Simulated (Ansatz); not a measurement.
# GeSiH4O2 (SMILES [OH][Ge][O][SiH3]) at MP2/def2-SVP

Aim: the electronic atomisation energy of GeSiH4O2 at MP2/def2-SVP, from 5 runs. 

The results are computed with Ansatz 0.2.0.

72 further runs of the same task are left out: 72 set aside as unsound or not needed.

### 1 Starting point

GeSiH4O2: 8 atoms, total charge 0, spin state singlet. As SMILES, `[OH][Ge][O][SiH3]`. Geometry: relaxed at PBE0-D4/def2-TZVP. This is one conformer, not always the lowest.

Bond lengths: O1–Ge2 1.774 Å, Ge2–O3 1.800 Å, O3–Si4 1.640 Å, O1–H5 0.964 Å, Si4–H6 1.486 Å, Si4–H7 1.490 Å, Si4–H8 1.486 Å. Angles: O1–Ge2–O3 96.3°, Ge2–O3–Si4 137.6°, Ge2–O1–H5 112.5°, O3–Si4–H6 109.6°, O3–Si4–H7 110.8°, O3–Si4–H8 109.6°, H6–Si4–H7 108.8°, H6–Si4–H8 109.2°, H7–Si4–H8 108.8°.

### 2 The energy at MP2/def2-SVP

molecule.yaml

```yaml
crystal:
  periodic: [false, false, false]
  atoms:
    - {symbol: O, position_ang: [1.410100, 2.505300, 0.149500]}
    - {symbol: Ge, position_ang: [1.623900, 0.902600, -0.581400]}
    - {symbol: O, position_ang: [0.084300, 0.200200, 0.031000]}
    - {symbol: Si, position_ang: [-0.715100, -1.229100, -0.056600]}
    - {symbol: H, position_ang: [0.587200, 2.577300, 0.646600]}
    - {symbol: H, position_ang: [-2.046000, -1.018000, -0.682500]}
    - {symbol: H, position_ang: [0.048600, -2.214700, -0.872700]}
    - {symbol: H, position_ang: [-0.900800, -1.780800, 1.310300]}
basis:
  gaussian:
    orbitals: def2-SVP
accuracy: high
correlation:
  method: mp2
  frozen_orbitals: {Ge: 9, H: 0, O: 1, Si: 5}
```

The run is started by

```
$ ansatz run molecule.yaml --threads 1 --pin off --max-ram 3480MiB --events-out events.jsonl --progress --plain --runs-dir runs
```

The program printed:

```text
Warning: RAYON_NUM_THREADS=1 ignored (pool sized by the plan → 1); use --threads N
Functional definition: HF
  name "HF"
  exchange = exact_x
  correlation = 0
2045 factors; integrals over basis functions are off by at most 4.6e-9 eV
mean field evaluation 1: about -68458.3486 eV, gradient 4.7e1 eV
mean field evaluation 2: about -68458.4164 eV, gradient 4.7e1 eV
mean field evaluation 4: about -68462.8572 eV, gradient 2.9e0 eV
mean field evaluation 8: about -68462.9036 eV, gradient 3.2e-1 eV
mean field evaluation 16: about -68462.9040 eV, gradient 8.5e-9 eV
mean field -68462.90399559 eV, -2515.9653160148 hartree, gradient 8.4e-9 eV, S^2 0.000000; 0 other end points of the search recorded, 0 dependent functions left out
16 core orbitals not correlated: weight in the atoms' cores, before any rotation towards them, 1.000 or more for the frozen orbitals, at most 0.000 for the correlated occupied ones
reference -68462.90399559 eV, -2515.9653160148 hartree; 17, 17 occupied and 65, 65 virtual orbitals, 2045 factors
second order -18.59593405 eV of doubles, -0.00000000 eV of singles
Total energy: -68481.49992964 eV, -2516.6487039865 hartree
```

Wall time 4.8 s (1 thread of Arm Neoverse V1, shared host); peak memory 0.3 GiB.

### 3 The Ge atom at the same level

input.yaml

```yaml
basis:
  gaussian: {orbitals: def2-SVP}
crystal:
  periodic: [false, false, false]
  atoms:
    - {symbol: Ge, position_ang: [0.000000, 0.000000, 0.000000]}
magnetization: {spin_polarized: true, initial_magnetization: 2}
correlation: {method: mp2, frozen_orbitals: {Ge: 9}}
accuracy: high
```

Run the same way, it converges to -2075.22946 Eh (log not shown).

### 4 The H atom: the energy at UHF/def2-SVP

input.yaml

```yaml
crystal:
  periodic: [false, false, false]
  atoms:
    - {symbol: H, position_ang: [0.000000, 0.000000, 0.000000]}
basis:
  gaussian:
    orbitals: def2-SVP
magnetization:
  spin_polarized: true
  initial_magnetization: 1
hamiltonian:
  xc: hf
accuracy: high
```

Run the same way, it converges to -0.49928 Eh (log not shown).

### 5 The O atom

job.yaml

```yaml
crystal:
  periodic: [false, false, false]
  atoms:
    - symbol: O
      position_ang: [0.000000, 0.000000, 0.000000]
basis:
  gaussian:
    orbitals: def2-SVP
magnetization:
  spin_polarized: true
  initial_magnetization: 2
correlation:
  method: mp2
  frozen_orbitals: {O: 1}
accuracy: high
```

Run the same way, it converges to -74.82140 Eh (log not shown).

### 6 The Si atom

job.yaml

```yaml
crystal:
  periodic: [false, false, false]
  atoms:
    - {symbol: Si, position_ang: [0.000000, 0.000000, 0.000000]}
basis:
  gaussian:
    orbitals: def2-SVP
magnetization:
  spin_polarized: true
  initial_magnetization: 2
correlation:
  method: mp2
  frozen_orbitals: {Si: 5}
accuracy: high
```

Run the same way, it converges to -288.79662 Eh (log not shown).

### 7 What came out

At MP2/def2-SVP, 16 core orbitals frozen:

| quantity | value |
| --- | --- |
| molecule: total energy | -2516.64870 Eh |
| molecule: correlation energy (16 core orbitals frozen) | -683.4 mEh |
| Ge atom: total energy | -2075.22946 Eh |
| Ge atom: correlation energy (9 core orbitals frozen) | -171.4 mEh |
| Ge atom: ⟨S²⟩ of the reference determinant | 2.009 |
| H atom: total energy | -0.49928 Eh |
| H atom: ⟨S²⟩ | 0.750 |
| O atom: total energy | -74.82140 Eh |
| O atom: correlation energy (1 core orbital frozen) | -101.3 mEh |
| O atom: ⟨S²⟩ of the reference determinant | 2.005 |
| Si atom: total energy | -288.79662 Eh |
| Si atom: correlation energy (5 core orbitals frozen) | -43.5 mEh |
| Si atom: ⟨S²⟩ of the reference determinant | 2.009 |
| electronic atomisation energy | 26.741 eV |

Taking the molecule apart into free atoms costs 26.74 eV (2580 kJ/mol), before zero-point energy and without spin-orbit coupling.
